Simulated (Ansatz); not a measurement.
This script for the Ansatz DFT code, driven from Python starts 5 runs on AlAsH3N, SMILES [NH]1[AlH][AsH]1. What input does the engine get in each?

`relaxed_scan_alash3n.py`:
```python
"""Relaxed scan of one distance in AlAsH3N."""

import ansatz as az
import numpy as np

mol = (
    az.Crystal.molecule()
    .atom("N", [-0.4282, -1.0161, -0.3118])
    .atom("Al", [0.4052, 0.6445, -0.8248])
    .atom("As", [0.6453, -0.6944, 1.1616])
    .atom("H", [-1.3707, -0.697, -0.0368])
    .atom("H", [1.155, 1.4931, -1.9683])
    .atom("H", [-0.3645, 0.2058, 1.9339])
)

calculation = (
    mol.calculation()
    .basis(gaussian="def2-SVP")
    .functional("b3lyp", dispersion="d4")
)
symbols = [site.symbol for site in mol.cartesian_sites]
pairs = [(0, 1), (0, 2), (0, 3), (1, 2), (1, 4), (2, 5)]
print("held (A)   E (eV)        ", "  ".join(f"{symbols[i]}{i}-{symbols[j]}{j}" for i, j in pairs))
for length in [0.95, 1.03, 1.11, 1.24, 1.39]:
    rep = calculation.relax(constraints=[az.DistanceConstraint((0, 3), at=length)], force_tolerance=0.02, max_steps=60).run(threads=1, pin="off").report
    xyz = np.array(rep["positions_ang"])
    print(f"{length:6.2f} {rep['free_energy_ev']:14.5f}  ", "  ".join(f"{np.linalg.norm(xyz[i] - xyz[j]):.3f}" for i, j in pairs))
```

Run 1:
```yaml
crystal:
  periodic: [false, false, false]
  atoms:
    - { symbol: "N", position_ang: [-0.4282, -1.0161, -0.3118] }
    - { symbol: Al, position_ang: [0.4052, 0.6445, -0.8248] }
    - { symbol: As, position_ang: [0.6453, -0.6944, 1.1616] }
    - { symbol: H, position_ang: [-1.3707, -0.697, -0.0368] }
    - { symbol: H, position_ang: [1.155, 1.4931, -1.9683] }
    - { symbol: H, position_ang: [-0.3645, 0.2058, 1.9339] }
basis:
  gaussian:
    orbitals: def2-SVP
hamiltonian:
  xc: b3lyp
  dispersion: d4
relax:
  f_tol: 0.02
  max_steps: 60
  constraints:
    - { distance: [0, 3], at: 0.95 }
```

Run 2, against run 1:
```diff
-    - { distance: [0, 3], at: 0.95 }
+    - { distance: [0, 3], at: 1.03 }
```

Run 3, against run 1:
```diff
-    - { distance: [0, 3], at: 0.95 }
+    - { distance: [0, 3], at: 1.11 }
```

Run 4, against run 1:
```diff
-    - { distance: [0, 3], at: 0.95 }
+    - { distance: [0, 3], at: 1.24 }
```

Run 5, against run 1:
```diff
-    - { distance: [0, 3], at: 0.95 }
+    - { distance: [0, 3], at: 1.39 }
```

```console
$ python relaxed_scan_alash3n.py
held (A)   E (eV)         N0-Al1  N0-As2  N0-H3  Al1-As2  Al1-H4  As2-H5
DeckWarning: relax.constraints: the input's atoms, or those drawn, lie off the distances that are held; a relaxation that starts there is brought onto them ahead of its first SCF, by positions alone, an atom by 4.12e-2 Å at the most. With the symmetry [...]
  0.95   -68967.72526   1.738  1.981  0.950  2.394  1.572  1.552
  1.03   -68967.81942   1.739  1.978  1.030  2.397  1.572  1.553
  1.11   -68967.64972   1.740  1.972  1.110  2.400  1.573  1.553
  1.24   -68967.08487   1.743  1.963  1.240  2.411  1.573  1.555
  1.39   -68966.28732   1.743  1.948  1.390  2.421  1.573  1.556
```
(Warnings from the package without file and line, shortened, repeats left out.)

Notes:
- Total energies depend on the basis set; only differences at equal settings carry meaning.
- The energies are electronic: no zero-point or thermal terms, and the basis set is short of its limit.
- b3lyp holds the VWN-RPA fit, as in Gaussian; the form of ORCA and Turbomole is b3lyp5.
- Finished in 2.8 min on 1 thread of Arm Neoverse V1, on a shared host, peak memory 0.23 GiB.

(Lines on the test bed's own set-up are left out of the output.)
